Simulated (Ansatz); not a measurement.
# Zr3SeS2: the cost of one run

Computed with Ansatz 0.2.0 (DFT PBE, scalar-relativistic, plane waves, PAW, unless a step's input says otherwise).

## 1. The system as given

It takes space group P6/mmm (No. 191, hexagonal). The conventional cell has a = 5.789 Å, b = 5.789 Å, c = 4.328 Å, α = 90.00°, β = 90.00°, γ = 120.00°. Zr (site symmetry mmm) is surrounded by 2 S at 1.67 Å. Se (site symmetry 6/mmm) has 6 Zr at 2.89 Å as nearest neighbours. S (site symmetry -6m2) is surrounded by 3 Zr at 1.67 Å.

Structure file:

```xyz
6
Lattice="5.7893 0.0000 0.0000 -2.8947 5.0137 0.0000 0.0000 0.0000 4.3283" Properties=species:S:1:pos:R:3 pbc="T T T"
Zr    2.8947    0.0000    2.1642
Zr   -1.4473    2.5068    2.1642
Zr    1.4473    2.5068    2.1642
Se    0.0000    0.0000    2.1642
S     0.0000    3.3425    2.1642
S     2.8947    1.6712    2.1642
```

A structure generator made this guess: random cell by space group and Wyckoff sites (P6/mmm, No. 191). Its size is a rough estimate.

## 2. Probe: one point on a coarse mesh

Input file input.yaml:

```yaml
crystal:
  lattice:
    - [5.78930133, 0.0, 0.0]
    - [-2.89465067, 5.01368203, 0.0]
    - [0.0, 0.0, 4.32831096]
  atoms:
    - { symbol: Zr, position: [0.5, 0.0, 0.5] }
    - { symbol: Zr, position: [0.0, 0.5, 0.5] }
    - { symbol: Zr, position: [0.5, 0.5, 0.5] }
    - { symbol: Se, position: [0.0, 0.0, 0.5] }
    - { symbol: S, position: [0.33333333, 0.66666667, 0.5] }
    - { symbol: S, position: [0.66666667, 0.33333333, 0.5] }
basis:
  ecutwfc: 420
kpoints:
  mp_grid: { grid: [3, 3, 4] }
hamiltonian:
  xc: pbe
scf:
  occupations: { method: gaussian, width: 0.1 }
  lower_state_search: "off"
output:
  forces: true
  stress: true
  eigenvalues: true
```

The run is started by

```console
> ansatz run input.yaml --threads 1 --pin off --max-ram 2560MiB --backend cpu --events-out ev --progress --plain --runs-dir out
```

Q: Estimate wall time and peak memory on 1 thread of Arm Neoverse V2, shared host.

About 4.5 s, with a peak of 0.38 GiB.
